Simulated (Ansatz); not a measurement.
# BGeC+ (singlet): wave-function methods side by side, cc-pVDZ

One table from this session's results is given with a row withheld; the runs are named, their logs left out.

The runs use Ansatz 0.2.0, Gaussian basis; cc-pVDZ, core rule «outside noble gas», up to 16 orbitals frozen.

The runs, in order: UHF; CCSD(T) on RHF; CCSD(T) on UHF; BCCD(T) on RHF; CISD; CCSDT(Q) on RHF; CCSDT(Q) on UHF; CASSCF and MRCISD+Q, 8 electrons in 8 orbitals; CASSCF and NEVPT2, 8 electrons in 8 orbitals.

23 further runs of the same task are left out: 12 that didn't finish, 11 set aside as unsound or not needed.

## The geometry

The geometry is a PBE0/def2-TZVP stationary point (not a proven minimum) of the parent state, kept for this charge and spin. No spin-orbit coupling is included. The filled d shell of Ge may be among the frozen orbitals whatever the setting's name suggests; the logs give the count.

3 atoms, charge 1, spin multiplicity 1.

Atoms are counted from 1 here; the program's logs count them from 0.

Bond lengths: B1–Ge2 1.889 Å, Ge2–C3 1.826 Å. Angles: B1–Ge2–C3 180.0°.

The first run:

File in.yaml:

```yaml
crystal:
  periodic: [false, false, false]
  atoms:
    - {symbol: B, position_ang: [0.000000, 0.000000, 1.868135]}
    - {symbol: Ge, position_ang: [0.000000, 0.000000, -0.020967]}
    - {symbol: C, position_ang: [0.000000, 0.000000, -1.847168]}
basis:
  gaussian: {orbitals: cc-pVDZ}
total_charge: 1
magnetization: {spin_polarized: true, initial_magnetization: 0}
hamiltonian: {xc: hf}
output: {orbitals: {seedname: orbitals}}
```

Command:

```
> ansatz run in.yaml --threads 1 --pin off --events-out ev --progress --plain --max-ram 2393MiB
```

Among the steps run: UHF; CCSD(T) on RHF; CCSD(T) on UHF; BCCD(T) on RHF; CISD; CCSDT(Q) on RHF; CCSDT(Q) on UHF; CASSCF and MRCISD+Q, 8 electrons in 8 orbitals; CASSCF and NEVPT2, 8 electrons in 8 orbitals.

One table of the session follows, with a row left open; its other results are not shown here.

It belongs to the step «Misses and costs». 

```
           method  from RCCSDT(Q) (kJ/mol)
              UHF                   +609.1
             RMP2                    +22.6
             UMP2                        ?
            RCCSD                   +218.9
            UCCSD                   +112.6
         RCCSD(T)                    +31.3
         UCCSD(T)                    +80.0
          BCCD(T)                     +8.1
           RCCSDT                    +47.1
           UCCSDT                    +55.6
        RCCSDT(Q)                        0
        UCCSDT(Q)                    +44.1
  CASSCF frontier                   +507.2
  NEVPT2 frontier                   +159.5
  MRCISD frontier                    +97.9
MRCISD+Q frontier                    +55.2
```

Estimate the missing values for UMP2.

**Answer.** from RCCSDT(Q) (kJ/mol): +225.9. In the column «from RCCSDT(Q) (kJ/mol)» it lies between RCCSD (+218.9) and CASSCF frontier (+507.2).

Not comparable, so not listed: CISD (they don't share determinant, frozen orbitals or solution with the rows shown, or repeat one).

To keep in mind: The determinant is far from a pure spin state, so its energy mixes those of several spin states (harmless only where they are near-degenerate, as at dissociation). Left out of the table: RHF (another determinant or state than the rows shown). The program flags RCCSD(T), UCCSD(T), BCCD(T), RCCSDT(Q), UCCSDT(Q) as in doubt, so the zero of the table is itself unsure. Warnings: restricted reference is unstable; spin contamination; coupled cluster took another determinant than the lowest; large T1 diagnostic. Restricted and unrestricted rows rest on different reference determinants; where their highest levels disagree by more than a few hundredths of an eV, they describe different states and don't form one ladder.
